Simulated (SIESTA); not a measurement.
**TaVN2: single point with PBEsol**

Crystal: TaVN2.

```xyz
4
Lattice="3.0499 0.0000 0.0000 0.0000 3.0499 0.0000 0.0000 0.0000 4.2961" Properties=species:S:1:pos:R:3 pbc="T T T"
Ta    0.0000    0.0000    0.0000
V     1.5249    1.5249    2.1480
N     1.5249    1.5249    0.0000
N     0.0000    0.0000    2.1480
```

The cell comes from a database or a generator and needn't be the stable form of this composition.

```json
{
 "Program": "SIESTA 5.4.2",
 "Task": "single point",
 "Functional": "PBEsol",
 "Potentials or basis": "PseudoDojo 0.4 standard (PBEsol files)",
 "Basis": "DZP (energy shift 0.003 Ry; two zetas on semicore shells)",
 "Grid cutoff": "800 Ry",
 "Energy shift": "0.003 Ry",
 "k mesh": "9 × 9 × 6",
 "Occupations": "fermi-dirac, width 0.05 eV",
 "Spin": "collinear spin, ferromagnetic start",
 "Starting moments": "[0.0, 2.0, 0.0, 0.0] μB"
}
```

```yaml
Pressure: -5.6 GPa
Band_gap_on_the_k_mesh: none (metal or under the smearing width)
Net_moment: 1.08 μB per cell
Site_moments: Ta -0.10; V +1.16; N +0.01 μB
Hirshfeld_charges: Ta +0.50; V +0.10; N -0.30 e
Voronoi_charges: Ta +0.65; V +0.18; N -0.41, -0.42 e
```

Stress tensor (GPa, compression positive):
```
-5.51  0.00  0.00
 0.00 -5.51  0.00
 0.00  0.00 -5.91
```

Levels at points of the mesh, in eV from the Fermi level:
Spin up:
```tsv
k point	band 16	band 17	band 18	band 19	band 20	band 21
(0.00, 0.00, 0.00)	-2.86	-2.86	-1.91	-1.91	-1.83	-0.56
(0.00, 0.00, 0.50)	-4.17	-4.17	-2.84	-0.32	0.20	0.20
```
Spin down:
| k point | band 15 | band 16 | band 17 | band 18 | band 19 | band 20 | band 21 | band 22 |
| --- | --- | --- | --- | --- | --- | --- | --- | --- |
| (0.00, 0.00, 0.00) | -2.83 | -2.83 | -2.79 | -1.28 | -1.28 | -1.18 | 0.03 | 0.11 |
| (0.00, 0.00, 0.50) | -4.15 | -4.15 | -4.15 | -2.07 | 0.41 | 1.20 | 1.36 | 1.36 |

Wall time 5.8 min on 1 thread of Intel(R) Xeon(R) 6975P-C (Granite Rapids), with other jobs on the host, peak memory 0.5 GiB.

Caveat: Mulliken charges of long-ranged orbitals can have an unphysical sign; short orbitals over semicore shells can move pressures by several GPa; the basis of atomic orbitals isn't converged, which shifts pressures, moduli and gaps. With open d or f shells a metallic result of PBEsol can be an artefact of self-interaction; +U or a hybrid may open a gap.
